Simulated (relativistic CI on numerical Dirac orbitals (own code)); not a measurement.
# Pt⁵⁺: N6,7 absorption multiplets

Aim: the N6,7 absorption spectrum of Pt⁵⁺ in 3 surroundings, from the same atomic integrals.

Program: relativistic CI on numerical Dirac orbitals (own code) version 1. Level of theory: Dirac-Coulomb-Breit CI, KLI orbitals optimised for each configuration, model QED (radiative potential, 1s self-energy scaled to tabulated hydrogen-like ionisation energies), valence Slater integrals scaled by 0.7, multiplet model of core-to-valence dipole absorption. These are calculated values, not measurements, unless marked.

**1. The system**

| Quantity | Value |
| --- | --- |
| ion | Pt⁵⁺ (Pt VI) |
| nuclear charge | 78 |
| electrons | 73 |
| configurations | [Xe] 4f14 5d5 → [Xe] 4f13 5d6 |
| magnetising field for the dichroism, Lz and Sz | exchange field 10 meV on Sz; these come from the lowest magnetised state alone (0 K) |
| temperature of the isotropic spectrum | 300 K |
| widths | Lorentz 0.3 eV, Gauss 0.3 eV |
| surrounding 1 | free ion |
| surrounding 2 | D3d, 10Dq = 64650, Dsigma = -1010, Dtau = -240 cm⁻¹ |
| surrounding 3 | Oh, 10Dq = 24300 cm⁻¹ |

**2. Surrounding 1: free ion**

The run's settings:

```ini
atom Pt  Z=78  charge=5  electrons=73
nucleus A=195  rms_radius_fm=5.4270
hamiltonian dirac-coulomb  breit=on  qed=on  c_scale=1
orbitals kli  potential=per-configuration
slater_scale 0.7
correlation none
mixing on
configurations
  [Xe] 4f14 5d5
  [Xe] 4f13 5d6
end
absorption N6,7 T=300 lorentz=0.3 gauss=0.3
crystal_field free
```

**3. Surrounding 2: D3d, 10Dq = 64650, Dsigma = -1010, Dtau = -240**

The settings differ from step 2 so:

```diff
@@ -12,2 +12,2 @@
 absorption N6,7 T=300 lorentz=0.3 gauss=0.3
-crystal_field free
+crystal_field D3d 10Dq=64650 Dsigma=-1010 Dtau=-240
```

**4. Surrounding 3: Oh, 10Dq = 24300**

The settings differ from step 3 so:

```diff
@@ -12,2 +12,2 @@
 absorption N6,7 T=300 lorentz=0.3 gauss=0.3
-crystal_field D3d 10Dq=64650 Dsigma=-1010 Dtau=-240
+crystal_field Oh 10Dq=24300
```

(Steps that only read results are left out.)

Q: Predict the outcome of this session. Wanted: highest peak, first run; ground spin; core spin-orbit splitting.

**Answer**, as computed:

| surrounding | ground S | Lz (0 K) | Sz (0 K) | centroid (eV) | share of the lower edge | up to four highest peaks (% of the highest), eV |
| --- | --- | --- | --- | --- | --- | --- |
| 1: free | 2.24 | -0.34 | -2.16 | 76.09 | - | 75.6 (100), 77.8 (41), 78.9 (9) |
| 2: D3d | 0.55 | 0.55 | -0.05 | 78.69 | - | 71.7 (52), 78.3 (100), 81.7 (80) |
| 3: Oh | 0.85 | -0.69 | -0.22 | 76.40 | - | 73.5 (34), 75.6 (100), 77.5 (13), 78.7 (35) |

| quantity | value |
| --- | --- |
| highest peak, first run | 75.6 eV |
| ground spin (effective S from ⟨S²⟩) | 0.55 to 2.24 |
| core spin-orbit splitting (without Breit) | 3.57 eV |

What this shows: The ground spin changes between the runs (2.24 to 0.55), and the line shape with it. The position of the maximum differs by up to 2.7 eV between the surroundings, by shifts of peaks or by peaks exchanging rank. Edge positions are free-ion values and differ from those in solids by a few eV or more.
